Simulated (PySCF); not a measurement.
# C2H6GeN2: the cost of one run

Computed with PySCF 2.14.0, with density-fitted response routines of our own, on a single molecule in the gas phase. Atoms are numbered from 0 throughout.

## 1. The molecule as given

11 atoms, charge 0, multiplicity 1; geometry from: GFN2-xTB. The atoms were then displaced at random by about 0.01 Å, so the start is not that level's minimum.

Bonds of the start (Å): N0–C1 1.13, C1–C2 1.43, C2–Ge3 2.04, Ge3–N4 1.78, C2–H5 1.09, C2–H6 1.07, Ge3–H7 1.50, Ge3–H8 1.54, N4–H9 1.01, N4–H10 1.01.

## 2. Relaxing the molecule at PBE0-D3(BJ)/def2-SVP

The job: settings as JSON, then the geometry in Å.

```
{"job": {"xc": "PBE0", "basis": "def2-SVP", "d3": "d3bj", "grid": 1, "shake": 0.01, "kind": "geom"}, "charge": 0, "multiplicity": 1}
N     -1.331850     2.437460     0.070340
C     -1.328890     1.343220    -0.192080
C     -1.254300    -0.049810    -0.486740
Ge     0.358030    -0.805840     0.502920
N      1.770180    -0.025170    -0.243340
H     -1.082550    -0.177780    -1.552490
H     -2.155180    -0.539050    -0.189000
H      0.477720    -2.272250     0.218980
H      0.143560    -0.596450     2.015940
H      2.681700    -0.329790     0.083080
H      1.759690     0.989620    -0.243270
```

Run with:

```bash
$ OMP_NUM_THREADS=1 python probes_run.py task.json out
```

One launch serves the whole session: the jobs run in the order shown.

**Question.** How long does this first job take on 1 thread of Arm Neoverse V2, shared host, and how much memory does it need?

About 50 s, with a peak of 0.5 GiB.
